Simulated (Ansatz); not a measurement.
Run this with Ansatz 0.2.0 through its Python package and show what comes out.

Contents of `tirh3.extxyz`:
```text
4
Lattice="3.822 0.0 0.0 0.0 3.822 0.0 0.0 0.0 3.822" Properties=species:S:1:pos:R:3 pbc="T T T"
Ti    0.00000000    0.00000000    0.00000000
Rh    0.00000000    1.91100000    1.91100000
Rh    1.91100000    0.00000000    1.91100000
Rh    1.91100000    1.91100000    0.00000000
```

`bands.py`
```python
"""Band structure of TiRh3."""

import logging
import sys
import warnings

import ansatz
import numpy as np

logging.basicConfig(stream=sys.stdout, format="%(levelname)s %(message)s")
logger = logging.getLogger("calc")
logger.setLevel(logging.INFO)


def main() -> None:
    warnings.simplefilter("ignore", ansatz.DeckWarning)

    system = ansatz.Crystal.from_extxyz("tirh3.extxyz")

    # high-symmetry points in fractions of the reciprocal vectors
    path = [
        ("G", (0.0, 0.0, 0.0)),
        ("X", (0.0, 0.5, 0.0)),
        ("M", (0.5, 0.5, 0.0)),
        ("G", (0.0, 0.0, 0.0)),
        ("R", (0.5, 0.5, 0.5)),
        ("X", (0.0, 0.5, 0.0)),
    ]
    calc = (
        system.calculation()
        .functional("lda")
        .kpoints(6)
        .occupations("Fermi-Dirac", width=0.1)  # the run then minimises F = E - TS
        .band_structure([point for _, point in path], intervals=10)
        .scf(extra_bands=10)
    )
    try:
        res = calc.run(threads=1, backend="cpu")
    except ansatz.NonConvergedError as error:
        sys.exit(f"no convergence: {error}")
    except ansatz.RefusalError as error:
        sys.exit(f"input refused: {error}")
    rep = res.report

    n_atoms = len(rep["lattice"]["sites"])
    print("F =", round(rep["free_energy_ev"], 4), "eV for", n_atoms, "atoms")
    print("E(sigma -> 0) =", round(rep["energy_sigma0_ev"], 4), "eV, TS =", round(rep["entropy_ts_ev"], 5), "eV")
    print("closed by", rep["closed_by"], "after", rep["n_iterations"], "iterations")

    bands = res.band_structure()
    fermi = bands.fermi_energy_ev
    logger.info(f"zero of the bands: {fermi:.3f} eV, the Fermi level found on the SCF mesh")
    for spin, channel in enumerate(bands.channels):
        levels = channel.eigenvalues_ev - fermi
        crossing = [b for b in range(levels.shape[1]) if levels[:, b].min() < 0 < levels[:, b].max()]
        print(f"channel {spin}: bands that cross the Fermi level on this path:", [b + 1 for b in crossing] or "none")
        shown = crossing or sorted(np.argsort(np.abs(levels).min(axis=0))[:2])
        for k, row in zip(bands.kpoints_frac, levels[:, shown]):
            print(f"{k[0]:7.3f} {k[1]:7.3f} {k[2]:7.3f}  ", " ".join(f"{e:8.3f}" for e in row))


if __name__ == "__main__":
    main()
```

```console
$ python bands.py
F = -21288.8519 eV for 4 atoms
E(sigma -> 0) = -21288.7921 eV, TS = 0.11959 eV
closed by deck_thresholds after 6 iterations
INFO zero of the bands: 20.227 eV, the Fermi level found on the SCF mesh
channel 0: bands that cross the Fermi level on this path: [29, 30, 31, 32, 33]
  0.000   0.000   0.000      0.814    1.280    1.280    1.280    2.636
  0.000   0.050   0.000      0.788    1.158    1.158    1.280    2.591
  0.000   0.100   0.000      0.708    0.838    0.838    1.280    2.437
  0.000   0.150   0.000      0.406    0.406    0.576    1.281    2.112
  0.000   0.200   0.000     -0.065   -0.065    0.399    1.281    1.591
  0.000   0.250   0.000     -0.526   -0.159    0.196    0.964    1.282
  0.000   0.300   0.000     -0.916   -0.240    0.053    0.317    1.282
  0.000   0.350   0.000     -1.136   -0.456   -0.289    0.033    1.283
  0.000   0.400   0.000     -1.169   -0.798   -0.690    0.049    1.218
  0.000   0.450   0.000     -1.141   -1.141   -0.866    0.065    1.083
  0.000   0.500   0.000     -1.124   -1.124   -0.932    0.071    1.035
  0.050   0.500   0.000     -1.121   -0.936   -0.927    0.013    0.959
  0.100   0.500   0.000     -1.109   -0.915   -0.707   -0.128    0.787
  0.150   0.500   0.000     -1.087   -0.904   -0.512   -0.314    0.566
  0.200   0.500   0.000     -1.055   -0.912   -0.526   -0.379    0.316
  0.250   0.500   0.000     -1.010   -0.957   -0.756   -0.332    0.054
  0.300   0.500   0.000     -1.055   -0.993   -0.952   -0.383   -0.203
  0.350   0.500   0.000     -1.241   -1.181   -0.887   -0.527   -0.435
  0.400   0.500   0.000     -1.446   -1.343   -0.823   -0.743   -0.622
  0.450   0.500   0.000     -1.583   -1.483   -0.995   -0.774   -0.745
  0.500   0.500   0.000     -1.542   -1.542   -1.163   -0.788   -0.756
  0.450   0.450   0.000     -1.564   -1.470   -0.866   -0.818   -0.682
  0.400   0.400   0.000     -1.463   -1.228   -0.966   -0.432   -0.422
  0.350   0.350   0.000     -1.322   -1.164   -0.903   -0.119   -0.006
  0.300   0.300   0.000     -1.204   -1.144   -0.549    0.203    0.298
  0.250   0.250   0.000     -0.940   -0.767   -0.192    0.470    0.505
  0.200   0.200   0.000     -0.647   -0.430    0.144    0.752    0.771
  0.150   0.150   0.000     -0.296   -0.040    0.436    0.988    1.326
  0.100   0.100   0.000      0.381    0.570    0.674    1.148    2.048
  0.050   0.050   0.000      0.757    1.046    1.073    1.247    2.571
  0.000   0.000   0.000      0.814    1.280    1.280    1.280    2.636
  0.050   0.050   0.050      0.728    0.960    0.960    1.224    2.557
  0.100   0.100   0.100      0.209    0.209    0.424    1.133    1.699
  0.150   0.150   0.150     -0.475   -0.475   -0.073    0.909    1.070
  0.200   0.200   0.200     -0.659   -0.627   -0.627    0.285    1.021
  0.250   0.250   0.250     -1.252   -0.801   -0.801   -0.087    0.977
  0.300   0.300   0.300     -1.781   -0.994   -0.994   -0.159    0.937
  0.350   0.350   0.350     -1.395   -1.073   -1.073    0.044    0.904
  0.400   0.400   0.400     -0.604   -0.604   -0.392    0.438    0.878
  0.450   0.450   0.450      0.180    0.180    0.519    0.862    0.875
  0.500   0.500   0.500      0.857    0.857    0.857    0.975    1.087
  0.450   0.500   0.450      0.326    0.337    0.670    0.845    0.906
  0.400   0.500   0.400     -0.397   -0.292    0.117    0.474    0.813
  0.350   0.500   0.350     -1.208   -0.856   -0.393    0.012    0.760
  0.300   0.500   0.300     -1.599   -1.232   -0.822   -0.230    0.696
  0.250   0.500   0.250     -1.349   -1.336   -1.171   -0.208    0.634
  0.200   0.500   0.200     -1.348   -1.307   -1.061   -0.156    0.603
  0.150   0.500   0.150     -1.244   -1.062   -0.703   -0.248    0.650
  0.100   0.500   0.100     -1.182   -0.944   -0.493   -0.329    0.793
  0.050   0.500   0.050     -1.139   -0.926   -0.826   -0.044    0.960
  0.000   0.500   0.000     -1.124   -1.124   -0.932    0.071    1.035
```

Notes:
- Total energies depend on the potentials; only differences at equal settings carry meaning. A total without «per atom» is that of the cell as typed.
- The mesh is modest for a metal, so energies can be off by several to tens of meV an atom and pressures by half a GPa or more; differences at equal mesh fare better.
- The starting cell is as deposited in a crystallographic database; the results hold for this polymorph, which needn't be the stable one.
- Gaps and levels are Kohn-Sham values on a finite set of k-points, without spin-orbit coupling.
- Run time: 5.2 s on 1 thread of Arm Neoverse V1, on a shared host, peak memory 0.4 GiB.

(Lines on the test bed's own set-up are left out of the output.)
